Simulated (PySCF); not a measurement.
# C2H5BSSi: the cost of one run

Programs: PySCF 2.14.0, with density-fitted response routines of our own. Each step states its level of theory. These are calculated values for one molecule in the gas phase, unless marked as measured. Atoms count from 0, in the outputs and in this text.

## Step 1: The molecule as given

10 atoms, charge 0, multiplicity 1; geometry from: GFN2-xTB.

Bonds of the start (Å): B0–C1 1.54, C1–C2 1.36, C2–Si3 1.87, Si3–S4 2.20, S4–C1 1.80, B0–H5 1.17, B0–H6 1.17, C2–H7 1.08, Si3–H8 1.45, Si3–H9 1.45.

## Step 2: Ultraviolet spectrum: PBE0/def2-SVPD

What the job is given:

```
{"job": {"kind": "uv", "xc": "PBE0", "basis": "def2-SVPD", "nstates": 8, "ntriplets": 3}, "charge": 0, "multiplicity": 1}
B     -1.915201    -0.503996    -0.477446
C     -0.488989    -0.096637    -0.076932
C      0.127340    -0.176142     1.130644
Si     1.801949     0.542374     0.689917
S      0.704755     0.617551    -1.213878
H     -2.301413    -0.315599    -1.562121
H     -2.597213    -1.002193     0.331109
H     -0.339420    -0.564371     2.020751
H      2.920753    -0.381336     0.601116
H      2.096322     1.885002     1.163075
```

With the program's defaults for keys left out, this is: TDDFT PBE0/def2-SVPD, vertical, gas phase, core orbitals frozen in the response.

Run with:

```
$ OMP_NUM_THREADS=1 python probes_run.py task.json out
```

One launch serves the whole session: the jobs run in the order shown.

Q: Estimate the wall time and peak memory of this first job on 1 thread of Arm Neoverse N1, shared host.

About 23 s, with a peak of 0.64 GiB.
